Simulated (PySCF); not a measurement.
# [Pb(CN)3]−: other functionals and bases at one geometry

The task here is to estimate one member of a computed series from the others.

Method: several levels, as the steps say, no spin–orbit coupling; program: PySCF 2.14.0.

1 further run of the same task is left out (for a known fault of the program).

### Starting geometry

7 atoms, charge -1, spin multiplicity 1.

Bond lengths: Pb1–C2 2.342 Å, Pb1–C4 2.342 Å, Pb1–C6 2.342 Å, C2–N3 1.165 Å, C4–N5 1.165 Å, C6–N7 1.165 Å. Angles: C2–Pb1–C4 92.5°, C2–Pb1–C6 92.5°, C4–Pb1–C6 92.5°, Pb1–C2–N3 170.2°, Pb1–C4–N5 170.2°, Pb1–C6–N7 170.2°.

As a file:

```
Pb    0.00000    0.00000    1.21972
C     1.95398    0.00001   -0.07073
N     3.02147    0.00001   -0.53734
C    -0.97700    1.69220   -0.07073
N    -1.51075    2.61667   -0.53734
C    -0.97699   -1.69220   -0.07073
N    -1.51073   -2.61668   -0.53734
```

Formal oxidation states: Pb +2. An earlier session relaxed this geometry at PBE0, Pb def2-SVP with ECP60, C def2-SVP, N def2-SVP (singlet, point group C3v).

At PBE0 on the finer grid: E = -470.945352 Eh, HOMO -3.84 eV, LUMO 2.94 eV, Mulliken charge on Pb1 +0.55 e, largest force component 0.003 eV/Å. 

Levels to run: BLYP; HF; PBE0, TZVP. Hardware: 2 threads of Intel Xeon Platinum 8488C (Sapphire Rapids), shared host.

Set-up of the first run:

The input, run.py (the lines that set the calculation):

```python
mol = gto.M(atom='''
Pb     0.00000     0.00000     1.21972
C      1.95398     0.00001    -0.07073
N      3.02147     0.00001    -0.53734
C     -0.97700     1.69220    -0.07073
N     -1.51075     2.61667    -0.53734
C     -0.97699    -1.69220    -0.07073
N     -1.51073    -2.61668    -0.53734''',
    basis={'Pb': 'def2-SVP', 'C': 'def2-SVP', 'N': 'def2-SVP'},
    ecp={'Pb': 'def2-SVP'},
    charge=-1, spin=0)
mf = dft.RKS(mol, xc='BLYP')
mf.grids.atom_grid = (75, 302)
mf = mf.density_fit()  # fitting sets: Pb def2-universal-JKFIT, C def2-universal-JKFIT, N def2-universal-JKFIT
mf.conv_tol = 1e-08; mf.max_cycle = 55
mf.kernel(dm0)  # dm0: the density of the relaxed state
```

On the command line:

```sh
$ OMP_NUM_THREADS=2 python run.py
```

Steps of the session up to this table: BLYP; HF; PBE0, TZVP.

One table of the session follows, with a row left open; its other results are not shown here.

```
              level  HOMO (eV)  gap (eV)  charge on Pb1 (e)  dipole (D)  largest force component (eV/Å)
PBE0 (relaxed here)      -3.84      6.78               0.55        7.95                            0.00
               BLYP      -2.46      4.89               0.34        7.63                            1.41
                 HF          ?         ?                  ?           ?                               ?
         PBE0, TZVP      -4.14      6.71               0.49        8.35                            0.82
```

Estimate the missing values for HF.

**Answer.** HOMO (eV): -6.41; gap (eV): 11.95; charge on Pb1 (e): 0.89; dipole (D): 8.48; largest force component (eV/Å): 2.99. In the column «HOMO (eV)» it is the lowest.

The dipole of a charged species depends on the origin, so these sizes hold for this origin alone.

In one basis the HOMO–LUMO gap runs from 4.89 eV (BLYP) to 11.95 eV (HF). The largest leftover force, 2.99 eV/Å with HF, stands at a geometry relaxed at another level. Total energies of different levels can't be compared.
